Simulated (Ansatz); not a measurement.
Predict the output of the script below (Ansatz's Python interface).

Contents of `ash4n.xyz`:
```text
6

N    -0.30740   -0.97870   -0.06520
As   -0.60820    0.94930   -0.13300
H     0.63860   -1.11010   -0.15850
H    -0.58050   -1.23850    0.86920
H     0.31410    1.09250   -1.40860
H     0.58540    1.22160    0.85000
```

The script, `ash4n.py`:
```python
'''One bond of AsH4N held at set lengths while the rest relaxes.'''

import ansatz as az
import numpy as np

geometry = az.Crystal.molecule_from_extxyz('ash4n.xyz')

calc = (
    geometry.calculation()
    .basis(gaussian='def2-SVP')  # atom-centred Gaussian functions
    .functional('pbe0')
)
symbols = [site.symbol for site in geometry.cartesian_sites]
pairs = [(0, 1), (0, 2), (0, 3), (1, 4), (1, 5)]
print('held (A)   E (eV)        ', '  '.join(f'{symbols[i]}{i}-{symbols[j]}{j}' for i, j in pairs))
for length in [1.8, 1.95, 2.11, 2.34, 2.64]:
    summary = calc.relax(constraints=[az.DistanceConstraint((0, 1), at=length)], force_tolerance=0.02, max_steps=60).run().report
    xyz = np.array(summary['positions_ang'])
    print(f'{length:6.2f} {summary["free_energy_ev"]:14.5f}  ', '  '.join(f'{np.linalg.norm(xyz[i] - xyz[j]):.3f}' for i, j in pairs))
```

```console
$ python ash4n.py
held (A)   E (eV)         N0-As1  N0-H2  N0-H3  As1-H4  As1-H5
DeckWarning: relax.constraints: the input's atoms, or those drawn, lie off the distances that are held; a relaxation that starts there is brought onto them ahead of its first SCF, by positions alone, [...]
  1.80   -62378.19743   1.800  1.015  1.015  1.527  1.542
  1.95   -62378.14556   1.950  1.020  1.020  1.525  1.538
  2.11   -62377.81907   2.110  1.024  1.024  1.524  1.534
  2.34   -62377.17005   2.340  1.028  1.028  1.524  1.531
  2.64   -62376.29476   2.640  1.032  1.031  1.524  1.527
```
(Warnings from the package without file and line, shortened, repeats left out.)

Total energies depend on the basis set; only differences at equal settings carry meaning. The energies are electronic: no zero-point or thermal terms, and the basis set is short of its limit. Hardware and time: 110 s on 1 thread of Arm Neoverse V2, on a shared host, peak memory 0.2 GiB.
